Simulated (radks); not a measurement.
# Sb²⁺ in [Kr] 4d10 5s2 4f1: an all-electron calculation

Wanted: eigenvalues, radial structure and energy terms of the antimony ion Sb2+.

The numbers are computed with radks (a radial shooting solver on a logarithmic mesh, Libxc functionals) version 1 (non-relativistic Kohn-Sham, TPSS, spin-unpolarised, spherical densities, point nucleus), except any that are marked as measured or tabulated.

## Step 1: The system

- element: antimony (Z = 51)
- charge: +2
- electrons: 49
- configuration: [Kr] 4d10 5s2 4f1

The outer shells:

Sb²⁺
```
[Kr] core
4d [↑↓][↑↓][↑↓][↑↓][↑↓]
5s [↑↓]
4f [↑ ][  ][  ][  ][  ][  ][  ]
```

## Step 2: Self-consistent calculation

The run's settings:

```text
Z 51
configuration [Kr] 4d10 5s2 4f1 5p0 6s0
relativity non-relativistic
functional tpss,tpss
spin unpolarised
nucleus point
```

Q: Predict the outcome of this run.

The runs gave:

```
                        quantity                value
                    total energy  -6314.13249 hartree
exchange-correlation share of it               2.62 %
                            −T/E               0.9996
          highest occupied level        4f, -6.243 eV
    most extended occupied level  4f, <r> = 5.00 bohr
 radius at density 0.001 e/bohr³            4.24 bohr
    maxima of the radial density                    4
```

The radial density shows 4 maxima for 5 occupied principal shells; where shells overlap, one shows as a shoulder or not at all. −T/E = 0.9996, near the virial value of 1. This is not the tabulated ground configuration, so its levels and sizes aren't those of the ground state, and no measured value stands beside it.
